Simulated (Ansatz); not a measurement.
# TiO2 (Rutile): the cost of one run

All numbers are computed with Ansatz 0.2.0 through its Python package. Level of theory: DFT PBEsol, plane waves, PAW.

### Step 1. The structure

Symmetry: P4_2/mnm, No. 136, tetragonal system. The conventional cell has a = 4.592 Å, b = 4.592 Å, c = 2.957 Å, α = 90.00°, β = 90.00°, γ = 90.00°. Ti (site symmetry mmm) is surrounded by 6 O at 1.95 to 1.98 Å. O (site symmetry m2m) has 3 Ti at 1.95 to 1.98 Å as nearest neighbours.

The script holds or builds the structure itself.

### Step 2. The code

Input file tio2_bands.py:

```python
"""Band structure of TiO2."""

from pathlib import Path
import sys
import warnings

import ansatz as az
from ase.io.cube import read_cube_data
from ase.units import Bohr
import numpy as np

SETTINGS = {
    "occupations": "Marzari-Vanderbilt",
    "smearing_width": 0.02,
    "kgrid": (5, 5, 7),
    "xc": "pbesol",
    "ecut": 550,
    "extra_bands": 6,
}

warnings.simplefilter("ignore", az.DeckWarning)

lattice = az.Lattice.of(
    (4.5922, 0.0, 0.0),
    (0.0, 4.5922, 0.0),
    (0.0, 0.0, 2.9574),
)
sites = [
    ("Ti", (0.0, 0.0, 0.0)),
    ("Ti", (0.5, 0.5, 0.5)),
    ("O", (0.30496, 0.30496, 0.0)),
    ("O", (0.19504, 0.80496, 0.5)),
    ("O", (0.69504, 0.69504, 0.0)),
    ("O", (0.80496, 0.19504, 0.5)),
]
system = az.Crystal(lattice=lattice)
for symbol, position in sites:
    system = system.atom(symbol, position)

# high-symmetry points in fractions of the reciprocal vectors
path = [
    ("G", (0.0, 0.0, 0.0)),
    ("X", (0.0, 0.5, 0.0)),
    ("M", (0.5, 0.5, 0.0)),
    ("G", (0.0, 0.0, 0.0)),
    ("Z", (0.0, 0.0, 0.5)),
    ("R", (0.0, 0.5, 0.5)),
    ("A", (0.5, 0.5, 0.5)),
]
job = system.calculation()
job = job.occupations(SETTINGS["occupations"], width=SETTINGS["smearing_width"])
job = job.kpoints(*SETTINGS["kgrid"], center="gamma")
job = job.functional(SETTINGS["xc"])
job = job.basis(SETTINGS["ecut"])
job = job.band_structure([point for _, point in path], intervals=4).scf(extra_bands=SETTINGS["extra_bands"])
job = job.density()
job = job.output_files(volumetric_format="cube")
try:
    res = job.run()
except az.NonConvergedError as error:
    sys.exit(f"no convergence: {error}")
except az.RefusalError as error:
    sys.exit(f"input refused: {error}")
data = res.report

print("%-22s %14.5f eV" % ("F = E - TS", data["free_energy_ev"]))
print("%-22s %14.5f eV" % ("E", data["internal_energy_ev"]))
print("%-22s %14.5f eV" % ("Harris-Foulkes", data["harris_foulkes_ev"]))
print("%-22s %14.5f eV" % ("Fermi level", data["fermi_energy_ev"]))

# cube files hold the density in electrons per cubic bohr
folder = Path(res.write_results("cubes"))
print("\n".join((folder / "rho.cube").read_text().splitlines()[: 6 + 6]))
values, cube_atoms = read_cube_data(str(folder / "rho.cube"))
print("electrons from the file:", round(values.mean() * cube_atoms.get_volume() / Bohr ** 3, 3))

bands = res.band_structure()
fermi = bands.fermi_energy_ev
print(f"zero of the bands: {fermi:.3f} eV, the Fermi level found on the SCF mesh")
for spin, channel in enumerate(bands.channels):
    print("channel", spin, "- computed levels within 4 eV of the Fermi level")
    for i, (label, _) in enumerate(path):
        levels = channel.eigenvalues_ev[i * 4] - fermi
        print(f"  {label:3s}", " ".join(f"{e:7.3f}" for e in levels if abs(e) < 4))
```

### Step 3. Launch

On the command line:

```bash
python tio2_bands.py
```

Q: Estimate wall time and peak memory on 1 thread of Arm Neoverse V2, shared host.

About 5.2 s, with a peak of 0.46 GiB.
